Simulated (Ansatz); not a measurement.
# WSe2: how the settings move a single-point run

Aim: see which settings change the result for WSe2, by how much, and at what cost. The cell is built on a prototype (fluorite) and needn't be the phase found in nature.

Program: Ansatz 0.2.0. Level of theory: reference: DFT, PBEsol, plane waves, PAW. These are calculated values, not measurements.

10 further runs of the same task are left out: 2 for a known fault of the program, 8 that didn't finish.

## 1. The system as given

The structure is cubic, space group Fm-3m (No. 225). Conventional cell: a = 6.185 Å, b = 6.185 Å, c = 6.185 Å, α = 90.00°, β = 90.00°, γ = 90.00°. W (site symmetry m-3m) is surrounded by 8 Se at 2.68 Å. Around Se (site symmetry -43m) lie 4 W at 2.68 Å.

As a file:

```cif
data_structure
_symmetry_space_group_name_H-M 'P 1'
_symmetry_Int_Tables_number 1
_cell_length_a 4.3734
_cell_length_b 4.3734
_cell_length_c 4.3734
_cell_angle_alpha 60.000
_cell_angle_beta 60.000
_cell_angle_gamma 60.000
_cell_volume 59.15
loop_
_atom_site_label
_atom_site_type_symbol
_atom_site_fract_x
_atom_site_fract_y
_atom_site_fract_z
_atom_site_occupancy
W1 W 0.00000 0.00000 0.00000 1
Se1 Se 0.25000 0.25000 0.25000 1
Se2 Se 0.75000 0.75000 0.75000 1
```

## 2. Reference

input.yaml reads:

```yaml
crystal:
  lattice:
    - [0.0, 3.0924832564, 3.0924832564]
    - [3.0924832564, 0.0, 3.0924832564]
    - [3.0924832564, 3.0924832564, 0.0]
  atoms:
    - { symbol: W, position: [0.0, 0.0, 0.0] }
    - { symbol: Se, position: [0.25, 0.25, 0.25] }
    - { symbol: Se, position: [0.75, 0.75, 0.75] }
kpoints:
  mp_grid: { grid: [6, 6, 6] }
hamiltonian:
  xc: pbesol
scf:
  occupations: { method: fermi_dirac, width: 0.02 }
  n_extra_bands: 4
output:
  forces: true
  stress: true
  eigenvalues: true
```

Run with:

```bash
ansatz run input.yaml --threads 4 --pin off --max-ram 3686MiB --backend cpu --events-out ev --progress --plain --runs-dir out
```

## 3. Changing settings: mixing.ndim 2

input.yaml, as its differences from that of step 2:

```diff
@@ -16,2 +16,4 @@
   n_extra_bands: 4
+  mixing: { ndim: 2 }
+  max_iter: 84
 output:
```

## 4. Variant: occupations.width 0.2

input.yaml, as its differences from that of step 2:

```diff
@@ -14,3 +14,3 @@
 scf:
-  occupations: { method: fermi_dirac, width: 0.02 }
+  occupations: { method: fermi_dirac, width: 0.2 }
   n_extra_bands: 4
```

What does the calculation give? Wanted: for each run, ending; energy change; pressure; gap; force.

**Answer**, as computed:

```
                     run     ending         energy change  pressure (GPa)  gap (eV)  force (eV/Å)  cycles    time
               reference  converged                     0            -3.4      0.00          0.00       7  0.85 s
        1: mixing.ndim 2  converged          0.0 meV/atom            -3.4      0.00          0.00      10  0.99 s
2: occupations.width 0.2  converged  -10.9 meV/atom (σ→0)            -3.0      0.00          0.00       6  0.84 s
```

Residual by cycle in the longest SCF loop of each run; runs are numbered as in the table. The quantity is the density residual dr2, in eV.

```
cycle  reference    run 1    run 2
    1     0.0383   0.0383    0.067
    2    0.00221  0.00221  0.00153
    3    0.00263  0.00263  0.00246
    4     2.6e-4   4.5e-4   4.4e-5
    5     1.4e-5   2.3e-4   8.8e-7
    6     1.9e-6   2.6e-5   9.3e-8
    7     2.0e-8   3.1e-5        -
    8          -   1.3e-5        -
    9          -   1.2e-6        -
   10          -   1.8e-8        -
```

**Reading.** The pressure spans -3.4 to -3.0 GPa over the reference and the converged variants. The reference leaves spin out although W can carry a moment, so its state need not be the lowest.
